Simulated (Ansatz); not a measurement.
# CH4BGaO2 (SMILES [OH][Ga]1[BH]O[CH2]1): MP2/6-31G(d) (spherical functions)

Aim: the energy change on altering one bond length of CH4BGaO2 at MP2/6-31G* (spherical functions), from 2 runs. 

Program for the calculation: Ansatz 0.2.0.

95 further runs of the same task are left out: 95 set aside as unsound or not needed. Runs told in other sessions of the task aren't counted.

### 1 The system as given

The species is CH4BGaO2 (9 atoms), meant as a singlet with charge 0. SMILES: `[OH][Ga]1[BH]O[CH2]1`. Geometry: relaxed at PBE0-D4/def2-TZVP. This is one conformer, not always the lowest.

Bond lengths: O1–Ga2 1.783 Å, Ga2–B3 2.109 Å, B3–O4 1.344 Å, Ga2–C5 2.048 Å, O4–C5 1.464 Å, O1–H6 0.960 Å, B3–H7 1.194 Å, C5–H8 1.092 Å, C5–H9 1.092 Å. Some angles: O1–Ga2–B3 155.6°, O1–Ga2–C5 135.3°, B3–Ga2–C5 69.1°, Ga2–B3–O4 88.8°, B3–O4–C5 114.1°, Ga2–C5–O4 88.1°, Ga2–O1–H6 114.5°, Ga2–B3–H7 149.7°, O4–B3–H7 121.5°, Ga2–C5–H8 120.2°.

### 2 The energy at MP2/6-31G(d) (spherical functions)

The input, molecule.yaml:

```yaml
crystal:
  periodic: [false, false, false]
  atoms:
    - {symbol: O, position_ang: [-0.140900, 2.668400, -0.180000]}
    - {symbol: Ga, position_ang: [0.206000, 0.920500, -0.222600]}
    - {symbol: B, position_ang: [1.299500, -0.808200, -0.735000]}
    - {symbol: O, position_ang: [0.383300, -1.546100, -0.084800]}
    - {symbol: C, position_ang: [-0.698300, -0.762500, 0.515200]}
    - {symbol: H, position_ang: [-0.939100, 2.905000, 0.298100]}
    - {symbol: H, position_ang: [2.237800, -1.312200, -1.273600]}
    - {symbol: H, position_ang: [-0.704200, -0.956900, 1.589800]}
    - {symbol: H, position_ang: [-1.644100, -1.108100, 0.092800]}
basis:
  gaussian:
    orbitals: 6-31G_st_-spherical.json
accuracy: high
correlation:
  method: mp2
  frozen_orbitals: {B: 1, C: 1, Ga: 9, H: 0, O: 1}
```

The basis set 6-31G* is read from a file made from the Basis Set Exchange's data (not shown).

The run is started by

```console
$ ansatz run molecule.yaml --threads 1 --pin off --max-ram 2610MiB --events-out events.jsonl --progress --plain --runs-dir runs
```

Log:

```text
Warning: RAYON_NUM_THREADS=1 ignored (pool sized by the plan → 1); use --threads N
Functional definition: HF
  name "HF"
  exchange = exact_x
  correlation = 0
2182 factors; integrals over basis functions are off by at most 8.8e-9 eV
mean field evaluation 1: about -58161.6164 eV, gradient 4.4e1 eV
mean field evaluation 2: about -58161.7203 eV, gradient 4.4e1 eV
mean field evaluation 4: about -58166.0294 eV, gradient 3.9e0 eV
mean field evaluation 8: about -58166.1086 eV, gradient 4.3e-1 eV
mean field evaluation 16: about -58166.1096 eV, gradient 1.7e-8 eV
mean field -58166.10961901 eV, -2137.5651020935 hartree, gradient 2.2e-8 eV, S^2 0.000000; 0 other end points of the search recorded, 0 dependent functions left out
13 core orbitals not correlated: weight in the atoms' cores, before any rotation towards them, 1.000 or more for the frozen orbitals, at most 0.000 for the correlated occupied ones
reference -58166.10961901 eV, -2137.5651020935 hartree; 18, 18 occupied and 65, 65 virtual orbitals, 2182 factors
second order -21.79434396 eV of doubles, -0.00000000 eV of singles
Total energy: -58187.90396297 eV, -2138.3660294614 hartree
```

It took 7.2 s on 1 thread of Arm Neoverse V1, shared host; peak memory 0.31 GiB.

### 3 The distorted shape at the same level

The input, run.yaml:

```yaml
crystal:
  periodic: [false, false, false]
  atoms:
    - symbol: O
      position_ang: [0.332039, 2.841214, 0.031217]
    - symbol: Ga
      position_ang: [0.678939, 1.093314, -0.011383]
    - symbol: B
      position_ang: [1.772439, -0.635386, -0.523783]
    - symbol: O
      position_ang: [0.856239, -1.373286, 0.126417]
    - symbol: C
      position_ang: [-0.225361, -0.589686, 0.726417]
    - symbol: H
      position_ang: [-0.466161, 3.077814, 0.509317]
    - symbol: H
      position_ang: [2.710739, -1.139386, -1.062383]
    - symbol: H
      position_ang: [-0.231261, -0.784086, 1.801017]
    - symbol: H
      position_ang: [-1.644100, -1.108100, 0.092800]
basis:
  gaussian:
    orbitals: 6-31G_st_-spherical.json
correlation:
  method: mp2
  frozen_orbitals: {B: 1, C: 1, Ga: 9, H: 0, O: 1}
magnetization:
  spin_polarized: false
accuracy: high
```

The basis set 6-31G* is read from a file made from the Basis Set Exchange's data (not shown).

The run is started by

```console
$ ansatz run run.yaml --threads 1 --pin off --max-ram 2610MiB --events-out events.jsonl --progress --plain --runs-dir runs
```

Log:

```text
Warning: RAYON_NUM_THREADS=1 ignored (pool sized by the plan → 1); use --threads N
[... 4 set-up lines as earlier in the session ...]
2192 factors; integrals over basis functions are off by at most 5.0e-9 eV
mean field evaluation 1: about -58159.3009 eV, gradient 4.4e1 eV
mean field evaluation 2: about -58159.4057 eV, gradient 4.4e1 eV
mean field evaluation 4: about -58163.7442 eV, gradient 3.9e0 eV
mean field evaluation 8: about -58163.8320 eV, gradient 4.8e-1 eV
mean field evaluation 16: about -58163.8332 eV, gradient 1.6e-8 eV
mean field -58163.83322872 eV, -2137.4814462932 hartree, gradient 1.9e-8 eV, S^2 0.000000; 0 other end points of the search recorded, 0 dependent functions left out; unrestricted orbitals would lower it
13 core orbitals not correlated: weight in the atoms' cores, before any rotation towards them, 1.000 or more for the frozen orbitals, at most 0.000 for the correlated occupied ones
reference -58163.83322872 eV, -2137.4814462932 hartree; 18, 18 occupied and 65, 65 virtual orbitals, 2192 factors
second order -22.02459476 eV of doubles, -0.00000000 eV of singles
Total energy: -58185.85782347 eV, -2138.2908352217 hartree
```

Wall time 6.9 s (1 thread of Arm Neoverse V1, shared host); peak memory 0.31 GiB.

### 4 Results

At MP2/6-31G* (spherical functions), 13 core orbitals frozen:

| quantity | value |
| --- | --- |
| first shape: total energy | -2138.36603 Eh |
| first shape: correlation energy (13 core orbitals frozen) | -800.9 mEh |
| distorted shape: total energy | -2138.29084 Eh |
| distorted shape: correlation energy (13 core orbitals frozen) | -809.4 mEh |
| energy change with the C5–H9 bond stretched from 1.092 to 1.638 Å | 2.046 eV |

In words: With the C5–H9 bond stretched from 1.092 to 1.638 Å the energy rises by 2.05 eV (47 kcal/mol). The first shape isn't relaxed at this level, so the change isn't measured from a minimum. The restricted solution (distorted shape) is unstable to spin breaking: an unrestricted one lies lower.
